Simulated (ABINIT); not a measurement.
# InAg: equation of state with PBE

The system is InAg.

```xyz
2
Lattice="3.4648 0.0000 0.0000 0.0000 3.4648 0.0000 0.0000 0.0000 3.4648" Properties=species:S:1:pos:R:3 pbc="T T T"
In    1.7324    1.7324    1.7324
Ag    0.0000    0.0000    0.0000
```

The cell comes from a database or a generator and needn't be the stable form of this composition.

```
Program             : ABINIT 10.8.3 (patched build)
Task                : equation of state
Functional          : PBE
Potentials or basis : PseudoDojo NC SR PBE v0.4.1 standard
Cutoff              : 1116 eV
k mesh              : 6 × 6 × 6
Occupations         : fermi-dirac, width 0.05 eV
Spin                : no spin polarisation
```

The equilibrium volume is 21.64 Å³/atom, the bulk modulus is 60 GPa and the pressure derivative of the bulk modulus is 3.5.

Energy against volume, from the lowest point:
```
volume (Å³/atom)  energy (meV/atom)
          19.549              44.06
          19.965              27.41
          20.381              14.99
          20.797               6.50
          21.213               1.61
          21.629               0.00
          22.045               1.37
```

It took 4.7 min on 1 thread of Arm Neoverse V1, with other jobs on the host, peak memory 0.12 GiB.

Caveat: pressures at fixed basis lie under the slope of the energies.
